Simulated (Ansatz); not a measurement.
# C8H12: a ladder of functionals and wavefunction methods

Aim: compute C8H12 with functionals from several rungs and with coupled cluster, and see how far each lands from CCSD(T) at the basis-set limit for the atomisation energy.

Program: Ansatz 0.2.0, Gaussian basis. Level of theory: functionals in def2-TZVPP, the program's frozen cores in correlated methods. These are calculated values, not measurements.

Plan: LDA (SPW92), PBE-D4, revPBE-D4, BLYP-D4, r2SCAN-D4, B97M-V, PBE0-D4, B3LYP-D4, r2SCANh-D4, r2SCAN0-D4, HSE06-D4, BHLYP-D4, CAM-B3LYP-D4, LC-ωPBE, ωB97X-V, ωB97M-V, B2PLYP, PBE-QIDH; CCSD(T)/def2-SVP; CCSD(T)/def2-TZVPP; MP2/def2-QZVPP; extrapolation to the limit; RPA on PBE.

## Step 1: The geometry

The geometry comes from an earlier relaxation with PBE0-D4 in a triple-zeta def2 set; it is a stationary point, not always the lowest conformer.

SMILES `C=CC1CC=CCC1`, 20 atoms, charge 0, spin multiplicity 1.

Atoms are counted from 1 here; the program's logs count them from 0.

Bond lengths: C1–C2 1.325 Å, C1–H9 1.084 Å, C1–H10 1.086 Å, C2–C3 1.492 Å, C2–H11 1.090 Å, C3–C4 1.530 Å, C3–C8 1.529 Å, C3–H12 1.097 Å, C4–C5 1.496 Å, C4–H13 1.095 Å, C4–H14 1.099 Å, C5–C6 1.328 Å, C5–H15 1.087 Å, C6–C7 1.496 Å, C6–H16 1.086 Å, C7–C8 1.522 Å, C7–H17 1.098 Å, C7–H18 1.095 Å and more. Angles: C2–C1–H9 121.7°, C2–C1–H10 121.3°, H9–C1–H10 117.0°, C1–C2–C3 125.4°, C1–C2–H11 119.1°, C3–C2–H11 115.5°, C2–C3–C4 111.1°, C2–C3–C8 111.6°, C2–C3–H12 108.5°, C4–C3–C8 109.5°, C4–C3–H12 108.1°, C8–C3–H12 108.0°, C3–C4–C5 112.6°, C3–C4–H13 109.5°, C3–C4–H14 109.6°, C5–C4–H13 109.9°, C5–C4–H14 109.7°, H13–C4–H14 105.3° and more.

## Step 2: LDA

This LDA is Slater exchange with PW92 correlation.

in.yaml reads:

```yaml
crystal:
  periodic: [false, false, false]
  atoms:
    - {symbol: C, position_ang: [-1.085545, -2.160716, -1.879960]}
    - {symbol: C, position_ang: [-0.220591, -1.707124, -0.984129]}
    - {symbol: C, position_ang: [-0.219925, -0.333381, -0.402456]}
    - {symbol: C, position_ang: [1.063787, 0.416240, -0.763927]}
    - {symbol: C, position_ang: [1.232302, 1.677796, 0.021887]}
    - {symbol: C, position_ang: [0.523002, 1.965881, 1.107409]}
    - {symbol: C, position_ang: [-0.495154, 1.038099, 1.690165]}
    - {symbol: C, position_ang: [-0.381649, -0.366935, 1.117450]}
    - {symbol: H, position_ang: [-1.030743, -3.173158, -2.263025]}
    - {symbol: H, position_ang: [-1.882799, -1.531239, -2.263909]}
    - {symbol: H, position_ang: [0.566949, -2.369769, -0.623973]}
    - {symbol: H, position_ang: [-1.068317, 0.222137, -0.822063]}
    - {symbol: H, position_ang: [1.066033, 0.640949, -1.835679]}
    - {symbol: H, position_ang: [1.931733, -0.238713, -0.602506]}
    - {symbol: H, position_ang: [1.973795, 2.387453, -0.334900]}
    - {symbol: H, position_ang: [0.680803, 2.915356, 1.611433]}
    - {symbol: H, position_ang: [-1.501350, 1.439630, 1.509090]}
    - {symbol: H, position_ang: [-0.385435, 1.009652, 2.779643]}
    - {symbol: H, position_ang: [-1.257660, -0.962684, 1.387106]}
    - {symbol: H, position_ang: [0.490774, -0.869483, 1.552336]}
basis:
  gaussian: {orbitals: def2-TZVPP}
hamiltonian: {xc: lda}
output: {orbitals: {seedname: orbitals}}
```

Command:

```sh
$ ansatz run in.yaml --threads 2 --pin off --events-out ev --progress --plain --max-ram 32768MiB --backend cuda --devices 0, --max-vram 18GiB
```

Further steps of the session: PBE-D4 (GGA); revPBE-D4 (GGA); BLYP-D4 (GGA); r2SCAN-D4 (meta-GGA); B97M-V (meta-GGA); B3LYP-D4 (hybrid); r2SCANh-D4 (hybrid); r2SCAN0-D4 (hybrid); HSE06-D4 (hybrid); BHLYP-D4 (hybrid); CAM-B3LYP-D4 (range-separated); LC-ωPBE (range-separated); ωB97X-V (range-separated); ωB97M-V (range-separated); B2PLYP (double hybrid); PBE-QIDH (double hybrid); CCSD(T) in def2-SVP; CCSD(T) in def2-TZVPP; MP2 in def2-QZVPP; RPA on PBE orbitals.

**Question.** What will the summary of the whole plan be? Wanted: atomisation energy, CCSD(T)/CBS; farthest beyond LDA; mean size of error, GGA; mean size of error, meta-GGA; mean size of error, hybrid; mean size of error, range-separated; mean size of error, double hybrid; gap, smallest and largest; T1 diagnostic.

As calculated:

```
                               quantity                                                                                             value
        atomisation energy, CCSD(T)/CBS                                                                                     8625.5 kJ/mol
 functionals within 43.1 kJ/mol (0.5 %)  revPBE-D4, BLYP-D4, r2SCAN-D4, B97M-V, B3LYP-D4, r2SCANh-D4, LC-ωPBE, ωB97X-V, ωB97M-V, PBE-QIDH
                    farthest beyond LDA                                                                            PBE-D4 (+232.5 kJ/mol)
                mean size of error, GGA                                                                                       96.5 kJ/mol
           mean size of error, meta-GGA                                                                                       33.6 kJ/mol
             mean size of error, hybrid                                                                                       82.9 kJ/mol
    mean size of error, range-separated                                                                                       30.6 kJ/mol
      mean size of error, double hybrid                                                                                       51.9 kJ/mol
              gap, smallest and largest                                                         5.05 eV (LDA (SPW92)), 12.36 eV (LC-ωPBE)
                          T1 diagnostic                                                                                            0.0102
triples share of the correlation energy                                                                                             4.4 %
```

What this shows: The LDA atomisation energy is off by 1237.0 kJ/mol (14 %): it overbinds. PBE-D4 is off by +232.5 kJ/mol. Double hybrids carry the basis error of their MP2 part in triple zeta, and no dispersion term here, so their miss is partly the set-up's. The rungs range-separated, meta-GGA miss on average by less than the doubt on the reference (43.1 kJ/mol), so they tie. Misses under about 43.1 kJ/mol are within the doubt on the reference itself, which lacks core-valence correlation, relativity and higher excitations. Hartree-Fock recovers 75 % of the binding; the rest is correlation. CCSD(T) in def2-SVP is off by -284.3 kJ/mol, more than most functionals: a good method in a small basis is no reference. The gap grows from 5.1 to 12.4 eV across the functionals, mostly with the share of exact exchange.
